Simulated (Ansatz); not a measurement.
# BiTe: biaxial against axial strain

Aim: for BiTe, strain the cell in the xy plane and along z independently.

Method: DFT r2SCAN, scalar-relativistic, plane waves, PAW, in Ansatz 0.2.0.

### 1 The starting structure

Symmetry: Fm-3m, No. 225, cubic system. The conventional cell has a = 6.470 Å, b = 6.470 Å, c = 6.470 Å, α = 90.00°, β = 90.00°, γ = 90.00°. Around Bi (site symmetry m-3m) lie 6 Te at 3.23 Å. Te (site symmetry m-3m) has 6 Bi at 3.23 Å in its first shell of neighbours.

As a file:

```cif
data_structure
_symmetry_space_group_name_H-M 'P 1'
_symmetry_Int_Tables_number 1
_cell_length_a 4.5750
_cell_length_b 4.5750
_cell_length_c 4.5750
_cell_angle_alpha 60.000
_cell_angle_beta 60.000
_cell_angle_gamma 60.000
_cell_volume 67.71
loop_
_atom_site_label
_atom_site_type_symbol
_atom_site_fract_x
_atom_site_fract_y
_atom_site_fract_z
_atom_site_occupancy
Bi1 Bi 0.00000 0.00000 0.00000 1
Te1 Te 0.50000 0.50000 0.50000 1
```

The cell is taken as given, not relaxed at this level.

### 2 The reference cell

The reference gives a free energy of -19405.9935 eV, pressure -0.01 GPa, largest force 0.000 eV/Å and gap on the mesh none (metal). It was computed beforehand with the settings of the runs below.

### 3 Setting up biaxial against axial strain

The cell is strained by p along both x and y and by q along z, with fractional coordinates fixed.

### 4 Point p = -0.030, q = -0.030

input.yaml

```yaml
crystal:
  lattice:
    - [0.0, 3.13795, 3.13795]
    - [3.13795, 0.0, 3.13795]
    - [3.13795, 3.13795, 0.0]
  atoms:
    - { symbol: Bi, position: [0.0, 0.0, 0.0] }
    - { symbol: Te, position: [0.5, 0.5, 0.5] }
basis:
  ecutwfc: 500
kpoints:
  mp_grid: { grid: [14, 14, 14] }
hamiltonian:
  xc: r2scan
scf:
  occupations: { method: gaussian, width: 0.15 }
output:
  forces: true
  stress: true
  eigenvalues: true
```

Command:

```sh
ansatz run input.yaml --threads 1 --pin off --max-ram 2560MiB --backend cpu --events-out ev --progress --plain --runs-dir out
```

### 5 Point p = -0.030, q = 0.000

Edit input.yaml of step 4 so:

```diff
@@ -2,4 +2,4 @@
   lattice:
-    - [0.0, 3.13795, 3.13795]
-    - [3.13795, 0.0, 3.13795]
+    - [0.0, 3.13795, 3.235]
+    - [3.13795, 0.0, 3.235]
     - [3.13795, 3.13795, 0.0]
```

### 6 At p = -0.030, q = 0.030

Edit input.yaml of step 5 so:

```diff
@@ -2,4 +2,4 @@
   lattice:
-    - [0.0, 3.13795, 3.235]
-    - [3.13795, 0.0, 3.235]
+    - [0.0, 3.13795, 3.33205]
+    - [3.13795, 0.0, 3.33205]
     - [3.13795, 3.13795, 0.0]
```

### 7 p = 0.000, q = -0.030

Edit input.yaml of step 6 so:

```diff
@@ -2,5 +2,5 @@
   lattice:
-    - [0.0, 3.13795, 3.33205]
-    - [3.13795, 0.0, 3.33205]
-    - [3.13795, 3.13795, 0.0]
+    - [0.0, 3.235, 3.13795]
+    - [3.235, 0.0, 3.13795]
+    - [3.235, 3.235, 0.0]
   atoms:
```

### 8 Point p = 0.000, q = 0.030

Edit input.yaml of step 7 so:

```diff
@@ -2,4 +2,4 @@
   lattice:
-    - [0.0, 3.235, 3.13795]
-    - [3.235, 0.0, 3.13795]
+    - [0.0, 3.235, 3.33205]
+    - [3.235, 0.0, 3.33205]
     - [3.235, 3.235, 0.0]
```

### 9 At p = 0.030, q = -0.030

Edit input.yaml of step 8 so:

```diff
@@ -2,5 +2,5 @@
   lattice:
-    - [0.0, 3.235, 3.33205]
-    - [3.235, 0.0, 3.33205]
-    - [3.235, 3.235, 0.0]
+    - [0.0, 3.33205, 3.13795]
+    - [3.33205, 0.0, 3.13795]
+    - [3.33205, 3.33205, 0.0]
   atoms:
@@ -20 +20,5 @@
   eigenvalues: true
+  write_density: true
+  write_potential: true
+  elf: true
+  volumetric_format: npy
```

### 10 Point p = 0.030, q = 0.000

Edit input.yaml of step 9 so:

```diff
@@ -2,4 +2,4 @@
   lattice:
-    - [0.0, 3.33205, 3.13795]
-    - [3.33205, 0.0, 3.13795]
+    - [0.0, 3.33205, 3.235]
+    - [3.33205, 0.0, 3.235]
     - [3.33205, 3.33205, 0.0]
@@ -20,5 +20 @@
   eigenvalues: true
-  write_density: true
-  write_potential: true
-  elf: true
-  volumetric_format: npy
```

(Steps that only read results are left out.)

**Question.** What will these runs give? Wanted: highest point; lowest point away from the origin.

**Answer**, as computed:

```
                         quantity                                       value
                    highest point  48.4 meV/atom at (p, q) = (-0.030, -0.030)
lowest point away from the origin              9.1 meV/atom at (0.000, 0.030)
```

What this shows: The undisturbed cell is the lowest computed point. The runs treat Bi, Te without spin-orbit coupling.
